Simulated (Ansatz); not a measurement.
## MgS, space group Fm-3m: an SCF with error handling, step by step

With Ansatz's Python interface.

Input file `mgs.xyz`:
```text
2
Lattice="0.0 2.60165 2.60165 2.60165 0.0 2.60165 2.60165 2.60165 0.0" Properties=species:S:1:pos:R:3 pbc="T T T"
Mg    0.00000000    0.00000000    0.00000000
S     2.60165000    2.60165000    2.60165000
```

Notebook, run cell by cell (the value of a cell's last expression is shown):

```python
import warnings

import ansatz

system = ansatz.Crystal.from_extxyz('mgs.xyz')
```

```python
calculation = (
    system.calculation()
    .kpoints(7, 7, 7, center='monkhorst-pack')
    .pseudopotentials('nc')
    .functional('PBE', dispersion='D4')
)
```

```python
warnings.simplefilter('ignore')
report = None
try:
    res = calculation.occupations('fixed').scf(max_iterations=60).band_table().run()
    kinds = {n['data']['kind'] for n in res.notices if n['data'].get('severity') != 'audit'}
    print('fixed occupations: gap by band count', round(res.report['gap_by_band_count_ev'], 3), 'eV, notices', sorted(kinds))
    if res.report['gap_by_band_count_ev'] > 0.1:
        report = res.report
except ansatz.AnsatzError as error:
    print(type(error).__name__, 'under fixed occupations:', str(error)[:140])
if report is None:
    report = calculation.occupations('fermi_dirac', width=0.1).run().report
    print('smeared: TS =', round(report['entropy_ts_ev'], 5), 'eV')
print(f'F = {report["free_energy_ev"]:.5f} eV')
```

    fixed occupations: gap by band count 3.001 eV, notices []
    F = -1919.13705 eV

The settings weren't tested for convergence. Along an axis with an odd division the mesh misses the point at one half; a gap read on a finite mesh is an upper bound on this functional's gap. Semilocal gaps usually lie well under measured ones. The starting cell is as deposited in a crystallographic database; the results hold for this polymorph, which needn't be the stable one. Levels are Kohn-Sham eigenvalues on this mesh. It ran for 1.7 s on 1 thread of Arm Neoverse V2 (shared host), peak memory 0.35 GiB.
